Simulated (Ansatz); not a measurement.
# Ba2Hf2O: the cost of one run

Method: DFT PBE, scalar-relativistic, plane waves, PAW, in Ansatz 0.2.0.

2 further runs of the same task are left out: 1 that didn't finish, 1 set aside as unsound or not needed.

### 1 The system as given

It takes space group P-3m1 (No. 164, trigonal). Conventional cell: a = 4.333 Å, b = 4.333 Å, c = 8.387 Å, α = 90.00°, β = 90.00°, γ = 120.00°. Around Ba (site symmetry 3m) lie 1 O at 2.56 Å. Hf (site symmetry 3m) has 3 O at 2.54 Å and 3 Hf at 2.64 Å in its first shell of neighbours. O (site symmetry -3m) has 6 Hf at 2.54 Å and 2 Ba at 2.56 Å in its first shell of neighbours.

Coordinates:

```cif
data_structure
_symmetry_space_group_name_H-M 'P 1'
_symmetry_Int_Tables_number 1
_cell_length_a 4.3327
_cell_length_b 4.3327
_cell_length_c 8.3866
_cell_angle_alpha 90.000
_cell_angle_beta 90.000
_cell_angle_gamma 120.000
_cell_volume 136.34
loop_
_atom_site_label
_atom_site_type_symbol
_atom_site_fract_x
_atom_site_fract_y
_atom_site_fract_z
_atom_site_occupancy
Ba1 Ba 0.00000 0.00000 0.19511 1
Ba2 Ba 0.00000 0.00000 0.80489 1
Hf1 Hf 0.33333 0.66667 0.55091 1
Hf2 Hf 0.66667 0.33333 0.44909 1
O1 O 0.00000 0.00000 0.50000 1
```

Recipe of the guess: random cell by space group and Wyckoff sites (P-3m1, No. 164). Lengths come from tabulated atomic sizes and are only a guess.

### 2 A first look at the guess

Input file input.yaml:

```yaml
crystal:
  lattice:
    - [4.3327165, 0.0, 0.0]
    - [-2.16635825, 3.75224255, 0.0]
    - [0.0, 0.0, 8.38657139]
  atoms:
    - { symbol: Ba, position: [0.0, 0.0, 0.19511035] }
    - { symbol: Ba, position: [0.0, 0.0, 0.80488965] }
    - { symbol: Hf, position: [0.33333333, 0.66666667, 0.55091017] }
    - { symbol: Hf, position: [0.66666667, 0.33333333, 0.44908983] }
    - { symbol: O, position: [0.0, 0.0, 0.5] }
basis:
  ecutwfc: 420
kpoints:
  mp_grid: { grid: [6, 6, 2] }
hamiltonian:
  xc: pbe
scf:
  occupations: { method: gaussian, width: 0.1 }
  lower_state_search: "off"
output:
  forces: true
  stress: true
  eigenvalues: true
```

Started as:

```sh
$ ansatz run input.yaml --threads 1 --pin off --max-ram 2560MiB --backend cpu --events-out ev --progress --plain --runs-dir out
```

Q: Estimate wall time and peak memory on 1 thread of AMD EPYC (Zen 3), shared host.

About 11 s, with a peak of 0.46 GiB.
